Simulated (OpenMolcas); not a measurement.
**Ir⁶⁺ among point charges: CASSCF and CASPT2 levels and susceptibility**

Aim: the splitting of the states of Ir⁶⁺ in the field of 6 point charges, its lowest levels with spin-orbit coupling and its magnetic susceptibility.

The numbers are computed with OpenMolcas 26.06 (state-averaged CASSCF and CASPT2, spin-orbit coupling by RASSI with atomic mean-field integrals), except any that are marked as measured or tabulated.

### Step 1. The atom as given

| Quantity | Value |
| --- | --- |
| Species | Ir⁶⁺ (iridium, Z = 77, 71 electrons) |
| Basis | ANO-RCC-VTZP [8s7p5d3f1g], 84 functions |
| Scalar Hamiltonian | DKH2, point nucleus |
| Inactive shells | 1s 2s 2p 3s 3p 3d 4s 4p 4d 4f 5s 5p |
| Active space | 3 electrons in 5 orbitals (5d) |
| Some configurations of this space | 5d3 |
| Orbitals | optimised for each spin and parity, averaged over all roots |

Outer shells as boxes (Hund's rule):

5d3
```
5d [↑ ][↑ ][↑ ][  ][  ]
```

The ion sits among 6 point charges of -1.2 e arranged as an octahedron (Oh), 1.99 Å from the ion.

Each step is its own input file, run in one work folder so that later steps find the files of earlier ones. Labels, J, g values, rates, χT and fits are worked out afterwards by a script from the matrices that RASSI stores. The input lists half of the charges; inversion (Group=XYZ) makes the rest.

### Step 2. One- and two-electron integrals

a.inp

```
&GATEWAY
Coord
1

Ir 0.0 0.0 0.0
Basis=ANO-RCC-VTZP
Group=XYZ
NoMove
AngMom=0.0 0.0 0.0
AMFI
XField
3 Angstrom 0
1.990000 0.000000 0.000000 -1.200000
0.000000 1.990000 0.000000 -1.200000
0.000000 0.000000 1.990000 -1.200000
&SEWARD
```

Launch:

```
$ OMP_NUM_THREADS=1 MOLCAS_MEM=1689 MOLCAS_PROJECT=a pymolcas a.inp > a.log
```

### Step 3. Reference wave functions, quartets of even parity, 10 roots

a.inp

```
&RASSCF
FileOrb=start.orb
Symmetry=1
Spin=4
nActEl=3 0 0
Inactive=15 19
Ras2=5 0
CIRoot=10 10 1
SDav=10
CIMx=300
Iter=120 100
PrWF=0.3
OrbListing=Nothing
MaxOrb=0
>>> COPY $Project.JobIph JOB001
```

start.orb holds the contracted functions of the basis, ordered by shell, or the orbitals of the step before.

### Step 4. Reference wave functions, doublets of even parity, 40 roots

a.inp

```
&RASSCF
FileOrb=start.orb
Symmetry=1
Spin=2
nActEl=3 0 0
Inactive=15 19
Ras2=5 0
CIRoot=40 40 1
SDav=40
CIMx=300
Iter=120 100
PrWF=0.3
OrbListing=Nothing
MaxOrb=0
>>> COPY $Project.JobIph JOB002
```

### Step 5. RASSI: spin-orbit coupling between the states

a.inp

```
&RASSI
NrOfJobIphs=2 10 40
1 2 3 4 5 6 7 8 9 10
1 2 3 4 5 6 7 8 9 10 11 12 13 14 15 16 17 18 19 20 21 22 23 24 25 26 27
28 29 30 31 32 33 34 35 36 37 38 39 40
IphNames
JOB001
JOB002
EJob
SpinOrbit
DIPRint=1.0
SOCoupling=1000.0
Subsets=2
Property=9
'ANGMOM' 1 'ANGMOM' 2 'ANGMOM' 3 'MLTPL  1' 1 'MLTPL  1' 2 'MLTPL  1' 3
'AMFI' 1 'AMFI' 2 'AMFI' 3
SOProperty=3
'ANGMOM' 1 'ANGMOM' 2 'ANGMOM' 3
```

### Step 6. CASPT2: IPEA 0.25, imaginary shift 0.1 (closed shells correlated: 5s 5p)

a.inp

```
>>> COPY JOB001 $Project.JobIph
&CASPT2
Multistate=10 1 2 3 4 5 6 7 8 9 10
NoMult
Frozen=14 16
IPEA=0.25
Imaginary=0.1
MaxIter=60
WThr=0.0 0.3 0.05
PrWF=0.5
NoMix
>>> COPY JOB002 $Project.JobIph
&CASPT2
Multistate=40 1 2 3 4 5 6 7 8 9 10 11 12 13 14 15 16 17 18 19 20 21 22
23 24 25 26 27 28 29 30 31 32 33 34 35 36 37 38 39 40
NoMult
Frozen=14 16
IPEA=0.25
Imaginary=0.1
MaxIter=60
WThr=0.0 0.3 0.05
PrWF=0.5
NoMix
```

(Steps that only read results are left out.)

**Question.** What will these runs give? Wanted: spin-free ground state; first state of the same spin within the active space; lowest level; next level.

As calculated:

```
                                            quantity                                                                        value
                                              method  SS-CASPT2, IPEA 0.25, imaginary shift 0.1 (closed shells correlated: 5s 5p)
                              spin-free ground state                                              4A2, 1-fold in its orbital part
first state of the same spin within the active space                                                             4T2 at 4180 cm⁻¹
                                        lowest level                                                                    4-fold Γ8
                                          next level                                                                  8250.2 cm⁻¹
                                         χT at 300 K                                                               0.12 cm³ K/mol
                           effective moment at 300 K                                                                      0.99 μB
```

Cost by method:

| method | time of its own steps | time with the reference |
| --- | --- | --- |
| A. CASSCF | 10 s | 10 s |
| B. SS-CASPT2, IPEA 0.25, imaginary shift 0.1, +5s 5p | 7.6 s | 18 s |

Times are of one thread on a shared host.

The spin-free ground state (4A2) comes to 100 % from free-ion F terms and keeps the highest spin of the shell. χT at 300 K is 0.12, against 1.88 cm³ K/mol for the spin alone, so spin-orbit coupling lowers it. CASPT2 does not keep the components of a term degenerate, and the means are used. The field of point charges can differ much from that of real complexes. This is an electrostatic model: the charges have no orbitals.
